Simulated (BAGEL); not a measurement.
# B2O2 (diboron dioxide): levels of theory compared

We compute a comparison of 4 runs (B3LYP/6-31G*, B3LYP/aug-cc-pVDZ, PBE0/aug-cc-pVDZ, RI-MP2/aug-cc-pVDZ) of B2O2 (diboron dioxide). 

The calculation is run with BAGEL 1.2.2.

10 further runs of the same task are left out: 5 that didn't finish, 5 set aside as unsound or not needed.

## (1) The molecule

B2O2: 4 atoms, total charge 0, spin state singlet. As SMILES, `O=BB=O`. The shape is that of a PBE0-D4/def2-TZVP optimisation.

Bond lengths: O1–B2 1.197 Å, B2–B3 1.640 Å, B3–O4 1.197 Å. Angles: O1–B2–B3 180.0°, B2–B3–O4 180.0°.

## (2) A single-point energy at B3LYP/6-31G(d) (density fitting with cc-pvqz-jkfit, spherical functions) (run 1)

File dft.json:

```json
{ "bagel" : [

{
  "title" : "molecule",
  "basis" : "6-31gs.json",
  "df_basis" : "cc-pvqz-jkfit",
  "angstrom" : "true",
  "geometry" : [
    { "atom" : "O", "xyz" : [      -0.743090,       0.459760,       1.817650 ] },
    { "atom" : "B", "xyz" : [      -0.302300,       0.187070,       0.739120 ] },
    { "atom" : "B", "xyz" : [       0.302150,      -0.186920,      -0.739220 ] },
    { "atom" : "O", "xyz" : [       0.743230,      -0.459920,      -1.817550 ] }
  ]
},

{
  "title" : "ks",
  "xc_func" : "b3lyp"
},

{
  "title" : "print",
  "file" : "orbitals.molden",
  "orbitals" : "true"
}

]}
```

The basis set 6-31G* is read from a file made from the Basis Set Exchange's data (not shown).

Launch:

```
$ BAGEL_NUM_THREADS=1 BAGEL dft.json > dft.out
```

The program printed:

```text
* using 1 threads per process

  ===============================================================
  ===============================================================

  *** Geometry ***

  { "atom" : "O", "xyz" : [     -1.404237,      0.868820,      3.434861 ] },
  { "atom" : "B", "xyz" : [     -0.571264,      0.353511,      1.396734 ] },
  { "atom" : "B", "xyz" : [      0.570981,     -0.353228,     -1.396923 ] },
  { "atom" : "O", "xyz" : [      1.404501,     -0.869123,     -3.434672 ] },

  Number of auxiliary basis functions:      424

  Since a DF basis is specified, we compute 2- and 3-index integrals:
    o Being stored without compression. Storage requirement is 0.011 GB

  Number of basis functions:       56
  Number of electrons      :       26

    * METHOD: MOLECULE                             0.10

  *** Kohn-Sham DFT ***

    * Removing 5907 points whose weight is below 1.00e-10
    * Grid points: 53717

  === Nuclear Repulsion ===
    66.7622229310

       - DIIS with orbital gradients will be used.

  === KS iteration (b3lyp / 6-31gs.json) ===
      0       -182.39799055          0.13972763           0.09
      1       -169.75620159          0.25602701           0.07
      2       -184.57848793          0.15673646           0.06
      3       -197.85466099          0.11342543           0.07
      4       -197.70677490          0.12323260           0.07
      5       -198.47015058          0.10521368           0.06
      6       -198.80509824          0.09454293           0.07
      7       -199.36882624          0.07542400           0.06
      8       -200.21033757          0.01205075           0.06
      9       -200.23386145          0.00305579           0.06
     10       -200.23538495          0.00016785           0.07
     11       -200.23539205          0.00003909           0.06
     12       -200.23539237          0.00001002           0.07
     13       -200.23539236          0.00001237           0.06
     14       -200.23539238          0.00000537           0.06
     15       -200.23539239          0.00000087           0.06
     16       -200.23539239          0.00000012           0.06
     17       -200.23539239          0.00000004           0.06
     18       -200.23539239          0.00000000           0.06
    * SCF iteration converged.

    * Permanent dipole moment:
           (    0.000220,    -0.000235,     0.000153) a.u.

    * METHOD: KS                                   1.39

    * METHOD: PRINT                                0.01

  ===============================================================
```

It took 1.7 s on 1 thread of Arm Neoverse V2, shared host; peak memory 0.17 GiB.

## (3) The energy at B3LYP/aug-cc-pVDZ (density fitting with cc-pvqz-jkfit) (run 2)

File dft.json:

```json
{ "bagel" : [

{
  "title" : "molecule",
  "basis" : "aug-cc-pvdz.json",
  "df_basis" : "cc-pvqz-jkfit",
  "angstrom" : "true",
  "geometry" : [
    { "atom" : "O", "xyz" : [   -0.743090,    0.459760,    1.817650 ] },
    { "atom" : "B", "xyz" : [   -0.302300,    0.187070,    0.739120 ] },
    { "atom" : "B", "xyz" : [    0.302150,   -0.186920,   -0.739220 ] },
    { "atom" : "O", "xyz" : [    0.743230,   -0.459920,   -1.817550 ] }
  ]
},
{ "title" : "ks", "xc_func" : "b3lyp" },
{ "title" : "print", "file" : "orbitals.molden", "orbitals" : "true" }

]}
```

The basis set aug-cc-pVDZ is read from a file made from the Basis Set Exchange's data (not shown).

Launch:

```
$ BAGEL_NUM_THREADS=1 BAGEL dft.json > dft.out
```

The program printed:

```text
* using 1 threads per process

  ===============================================================
  ===============================================================

  *** Geometry ***

  { "atom" : "O", "xyz" : [     -1.404237,      0.868820,      3.434861 ] },
  { "atom" : "B", "xyz" : [     -0.571264,      0.353511,      1.396734 ] },
  { "atom" : "B", "xyz" : [      0.570981,     -0.353228,     -1.396923 ] },
  { "atom" : "O", "xyz" : [      1.404501,     -0.869123,     -3.434672 ] },

  Number of auxiliary basis functions:      424

  Since a DF basis is specified, we compute 2- and 3-index integrals:
    o Being stored without compression. Storage requirement is 0.029 GB

  Number of basis functions:       92
  Number of electrons      :       26

    * METHOD: MOLECULE                             0.13

  *** Kohn-Sham DFT ***

    * Removing 5907 points whose weight is below 1.00e-10
    * Grid points: 53717

  === Nuclear Repulsion ===
    66.7622229310

       - DIIS with orbital gradients will be used.

  === KS iteration (b3lyp / aug-cc-pvdz.json) ===
      0       -182.24834500          0.08126913           0.14
      1       -172.99984612          0.18744612           0.13
      2       -184.29478853          0.08712958           0.13
      3       -185.71397849          0.14428605           0.13
      4       -197.24387971          0.08532128           0.13
      5       -191.81538473          0.13119670           0.13
      6       -192.44220463          0.13049204           0.13
      7       -192.63000939          0.12802194           0.13
      8       -197.26706811          0.06237988           0.13
      9       -199.32499273          0.05312507           0.13
     10       -199.90479323          0.03242713           0.13
     11       -199.95233036          0.03048889           0.13
     12       -200.25235770          0.00631059           0.13
     13       -200.26678331          0.00171842           0.13
     14       -200.26781880          0.00023884           0.13
     15       -200.26784004          0.00003087           0.13
     16       -200.26784046          0.00000266           0.14
     17       -200.26784046          0.00000030           0.13
     18       -200.26784046          0.00000013           0.13
     19       -200.26784046          0.00000001           0.13
     20       -200.26784046          0.00000001           0.13
    * SCF iteration converged.

    * Permanent dipole moment:
           (    0.000244,    -0.000261,     0.000170) a.u.

    * METHOD: KS                                   2.99

    * METHOD: PRINT                                0.01

  ===============================================================
```

Wall time 3.3 s (1 thread of Arm Neoverse V2, shared host); peak memory 0.26 GiB.

Run 3 isn't shown in full; the table further down has it.

## (4) A single-point energy at RI-MP2/aug-cc-pVDZ (density fitting with cc-pvqz-jkfit) (run 4)

File calc.json:

```json
{ "bagel" : [

{
  "title" : "molecule",
  "basis" : "aug-cc-pvdz.json",
  "df_basis" : "cc-pvqz-jkfit",
  "angstrom" : true,
  "geometry" : [
    { "atom" : "O", "xyz" : [   -0.743090,    0.459760,    1.817650 ] },
    { "atom" : "B", "xyz" : [   -0.302300,    0.187070,    0.739120 ] },
    { "atom" : "B", "xyz" : [    0.302150,   -0.186920,   -0.739220 ] },
    { "atom" : "O", "xyz" : [    0.743230,   -0.459920,   -1.817550 ] }
  ]
},
{ "title" : "hf" },
{ "title" : "mp2", "ncore" : 4 }

]}
```

The basis set aug-cc-pVDZ is read from a file made from the Basis Set Exchange's data (not shown).

Launch:

```
$ BAGEL_NUM_THREADS=1 BAGEL calc.json > calc.out
```

The program printed:

```text
* using 1 threads per process

  ===============================================================
  ===============================================================

  *** Geometry ***

  { "atom" : "O", "xyz" : [     -1.404237,      0.868820,      3.434861 ] },
  { "atom" : "B", "xyz" : [     -0.571264,      0.353511,      1.396734 ] },
  { "atom" : "B", "xyz" : [      0.570981,     -0.353228,     -1.396923 ] },
  { "atom" : "O", "xyz" : [      1.404501,     -0.869123,     -3.434672 ] },

  Number of auxiliary basis functions:      424

  Since a DF basis is specified, we compute 2- and 3-index integrals:
    o Being stored without compression. Storage requirement is 0.029 GB

  Number of basis functions:       92
  Number of electrons      :       26

    * METHOD: MOLECULE                             0.13

  *** RHF ***

  === Nuclear Repulsion ===
    66.7622229310

      * DIIS with orbital gradients will be used.

  === RHF iteration (aug-cc-pvdz.json) ===
      0       -198.76555376          0.02595063           0.03
      1       -198.80929310          0.03194202           0.03
      2       -199.20267875          0.00271878           0.03
      3       -199.20716814          0.00062957           0.03
      4       -199.20760993          0.00019358           0.03
      5       -199.20764277          0.00003276           0.03
      6       -199.20764387          0.00000772           0.03
      7       -199.20764391          0.00000117           0.03
      8       -199.20764391          0.00000013           0.03
      9       -199.20764391          0.00000004           0.03
     10       -199.20764391          0.00000002           0.03
     11       -199.20764391          0.00000000           0.03
    * SCF iteration converged.

    * Permanent dipole moment:
           (    0.000308,    -0.000330,     0.000216) a.u.

    * METHOD: HF                                   0.43

  *** RHF ***

  === Nuclear Repulsion ===
    66.7622229310

      * DIIS with orbital gradients will be used.

  === RHF iteration (aug-cc-pvdz.json) ===
      0       -199.20764391          0.00000000           0.03
    * SCF iteration converged.

    * Permanent dipole moment:
           (    0.000308,    -0.000330,     0.000216) a.u.

  === DF-MP2 calculation ===

    * freezing 4 orbitals
    * 3-index integral transformation done
    * assembly done

      MP2 correlation energy:   -0.5416324029      0.02

      MP2 total energy:       -199.7492763136

    * METHOD: MP2                                  0.09

  ===============================================================
```

It took 0.8 s on 1 thread of Arm Neoverse V2, shared host; peak memory 0.096 GiB.

## (5) The series

| run | level | frozen core orbitals | energy (Eh) | dipole moment (D) | HOMO energy (eV) | LUMO energy (eV) | wall time |
| --- | --- | --- | --- | --- | --- | --- | --- |
| 1 | B3LYP/6-31G* (density fitting with cc-pvqz-jkfit, spherical functions) | – | -200.235392 | 0.00 | -10.36 | -2.20 | 1.7 s |
| 2 | B3LYP/aug-cc-pVDZ (density fitting with cc-pvqz-jkfit) | – | -200.267840 | 0.00 | -10.73 | -2.68 | 3.3 s |
| 3 | PBE0/aug-cc-pVDZ (density fitting with cc-pvqz-jkfit) | – | -200.025556 | 0.00 | -11.02 | -2.46 | 3.3 s |
| 4 | RI-MP2/aug-cc-pVDZ (density fitting with cc-pvqz-jkfit) | 4 | -199.749276 | – | – | – | 0.8 s |

## (6) Outcome

| quantity | value |
| --- | --- |
| run 4: total energy | -199.74928 Eh |
| run 4: correlation energy (4 core orbitals frozen) | -541.6 mEh |

In words: Over runs 1, 2, 3 the HOMO–LUMO gap runs from 8.05 eV (B3LYP/aug-cc-pVDZ) to 8.55 eV (PBE0/aug-cc-pVDZ). Totals of different functionals can't be ranked against each other. All runs together took 9.1 s, the longest 3.3 s.
